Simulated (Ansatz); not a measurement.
# GaH₅O: a rigid scan of the angle H7–Ga2–H6

One table from this session's results is given with a row withheld; the runs are named, their logs left out.

Program: Ansatz 0.2.0, Gaussian basis. Level of theory: single points in def2-TZVPP. These are calculated values, not measurements.

Levels: PBE-D4, r2SCAN-D4, PBE0-D4, B3LYP-D4, wB97M-V, Hartree-Fock, MP2, CCSD, CCSD(T). The scan takes 94.0, 100.0, 106.0, 112.0, 118.0, 124.0, 130.0, 136.0, 142.0°.

Cores are frozen in the correlated methods. Filled d shells of the heavier atoms are correlated. B3LYP uses VWN-RPA correlation.

27 further runs of the same task are left out: 27 set aside as unsound or not needed.

**The system as given**

SMILES `[OH2+][GaH3-]`, 7 atoms, charge 0, spin multiplicity 1.

Atoms are counted from 1 here; the program's logs count them from 0.

Bond lengths: O1–Ga2 1.857 Å, O1–H3 0.960 Å, O1–H4 0.992 Å, Ga2–H5 1.626 Å, Ga2–H6 1.618 Å, Ga2–H7 1.640 Å. Angles: Ga2–O1–H3 103.8°, Ga2–O1–H4 102.5°, H3–O1–H4 111.7°, O1–Ga2–H5 109.4°, O1–Ga2–H6 111.6°, O1–Ga2–H7 107.8°, H5–Ga2–H6 109.5°, H5–Ga2–H7 109.0°, H6–Ga2–H7 109.5°.

Coordinates:

```csv
atom,x (Å),y (Å),z (Å)
O1,-0.40730,-1.17630,-0.08640
Ga2,0.02750,0.62930,-0.08630
H3,-0.52180,-1.38460,0.84420
H4,0.41200,-1.59430,-0.45730
H5,0.25830,1.12990,-1.61560
H6,-1.13290,1.52040,0.60400
H7,1.42540,0.80760,0.75160
```

Set-up of the first run:

File pre/in.yaml:

```yaml
crystal:
  periodic: [false, false, false]
  atoms:
    - {symbol: O, position_ang: [-0.407300, -1.176300, -0.086400]}
    - {symbol: Ga, position_ang: [0.027500, 0.629300, -0.086300]}
    - {symbol: H, position_ang: [-0.521800, -1.384600, 0.844200]}
    - {symbol: H, position_ang: [0.412000, -1.594300, -0.457300]}
    - {symbol: H, position_ang: [0.258300, 1.129900, -1.615600]}
    - {symbol: H, position_ang: [-1.132900, 1.520400, 0.604000]}
    - {symbol: H, position_ang: [1.425400, 0.807600, 0.751600]}
basis:
  gaussian: {orbitals: def2-SVP}
hamiltonian: {xc: pbe, dispersion: d4}
relax: {f_tol: 0.03, max_steps: 250}
```

No record of the launch command was kept for these runs.

Among the steps run: A first relaxation in a small basis; Finding the minimum; The minimum at every level; H7–Ga2–H6 = 94.0°; H7–Ga2–H6 = 100.0°; H7–Ga2–H6 = 106.0°; H7–Ga2–H6 = 112.0°; H7–Ga2–H6 = 118.0°; H7–Ga2–H6 = 124.0°; H7–Ga2–H6 = 130.0°; H7–Ga2–H6 = 136.0°; H7–Ga2–H6 = 142.0°.

One of the session's tables, all rows but one given; the rest of the session is left out.

It belongs to the step «The curves». Energies less that of the minimum at the same level (kcal/mol):

| angle (°) | PBE-D4 | PBE0-D4 | B3LYP-D4 | wB97M-V | Hartree-Fock |
| --- | --- | --- | --- | --- | --- |
| 94.0 | 6.7 | 7.1 | 7.1 | 7.2 | 8.3 |
| 100.0 | 3.7 | 3.9 | 4.0 | 4.0 | 4.6 |
| 106.0 | ? | ? | ? | ? | ? |
| 112.0 | 0.4 | 0.4 | 0.4 | 0.4 | 0.5 |
| 118.0 (minimum) | 0.0 | 0.0 | 0.0 | 0.0 | 0.0 |
| 118.0 | 0.0 | 0.0 | 0.0 | 0.0 | 0.0 |
| 124.0 | 0.4 | 0.4 | 0.4 | 0.4 | 0.5 |
| 130.0 | 1.6 | 1.7 | 1.7 | 1.7 | 2.0 |
| 136.0 | 3.6 | 3.9 | 3.9 | 3.9 | 4.6 |
| 142.0 | 6.5 | 6.9 | 7.0 | 7.0 | 8.2 |

Q: Estimate the row for angle (°) = 106.0 from the others.

Worked estimate for «PBE-D4». A straight line through the neighbours (100.0, 3.7) and (112.0, 0.4) gives 3.7 + (0.4 − 3.7) × (106.0 − 100.0) / (112.0 − 100.0) = 2.0; a parabola fitted to 4 rows on both sides gives 1.6.

As computed: PBE-D4: 1.6; PBE0-D4: 1.7; B3LYP-D4: 1.8; wB97M-V: 1.8; Hartree-Fock: 2.0. In «PBE-D4» the line misses by +0.4 and the parabola by 0.0.
